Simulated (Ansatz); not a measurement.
# CH6BN3O: the cost of one run

All numbers below are computed with Ansatz 0.2.0 (RKS PBE0-D4/cc-pVDZ).

## (1) The starting structure

Bond lengths: N1–C2 1.415 Å, C2–O3 1.397 Å, C2–N4 1.447 Å, N4–B5 1.539 Å, C2–N6 1.434 Å, B5–N6 1.562 Å, N1–H7 1.083 Å, N1–H8 0.996 Å, O3–H9 0.953 Å, N4–H10 1.013 Å, B5–H11 1.166 Å, N6–H12 1.026 Å. Angles (14 of 19 angles, heavy atoms first): N1–C2–O3 111.8°, N1–C2–N4 113.0°, N1–C2–N6 113.2°, O3–C2–N4 111.0°, O3–C2–N6 111.3°, N4–C2–N6 95.4°, C2–N4–B5 89.0°, N4–B5–N6 86.8°, C2–N6–B5 88.6°, C2–N1–H7 108.0°, C2–N1–H8 113.0°, C2–O3–H9 110.7°, C2–N4–H10 113.8°, B5–N4–H10 112.7°.

Coordinates:

```xyz
12

N    -1.5102    0.4014    0.0407
C    -0.1034    0.3926    0.1950
O     0.3946    1.6643    0.4912
N     0.3543   -0.5819    1.1618
B     1.0644   -1.3369    0.0240
N     0.5843   -0.1892   -0.9203
H    -1.7477    1.0033   -0.8272
H    -1.8886   -0.5036   -0.1337
H     0.2873    2.2491   -0.2530
H     1.0008   -0.2064    1.8458
H     1.7112   -2.3058   -0.0228
H    -0.0700   -0.6421   -1.5675
```

## (2) End point A

input.yaml

```yaml
crystal:
  periodic: [false, false, false]
  atoms:
    - { symbol: "N", position_ang: [-1.5102, 0.4014, 0.0407] }
    - { symbol: C, position_ang: [-0.1034, 0.3926, 0.195] }
    - { symbol: O, position_ang: [0.3946, 1.6643, 0.4912] }
    - { symbol: "N", position_ang: [0.3543, -0.5819, 1.1618] }
    - { symbol: B, position_ang: [1.0644, -1.3369, 0.024] }
    - { symbol: "N", position_ang: [0.5843, -0.1892, -0.9203] }
    - { symbol: H, position_ang: [-1.7477, 1.0033, -0.8272] }
    - { symbol: H, position_ang: [-1.8886, -0.5036, -0.1337] }
    - { symbol: H, position_ang: [0.2873, 2.2491, -0.253] }
    - { symbol: H, position_ang: [1.0008, -0.2064, 1.8458] }
    - { symbol: H, position_ang: [1.7112, -2.3058, -0.0228] }
    - { symbol: H, position_ang: [-0.07, -0.6421, -1.5675] }
basis:
  gaussian: { orbitals: cc-pVDZ }
hamiltonian:
  xc: pbe0
  dispersion: d4
relax:
  f_tol: 0.02
  max_steps: 50
output:
  orbitals: {}
```

Started as:

```sh
$ ansatz run input.yaml --threads 2 --pin off --max-ram 3072MiB --backend cpu --events-out ev --progress --plain --runs-dir out
```

**Question.** How long does this run take on 2 threads of Intel Xeon Platinum 8259CL at 2.50GHz (Skylake/Cascade Lake), shared host, and how much memory does it need?

About 97 s, with a peak of 0.28 GiB.
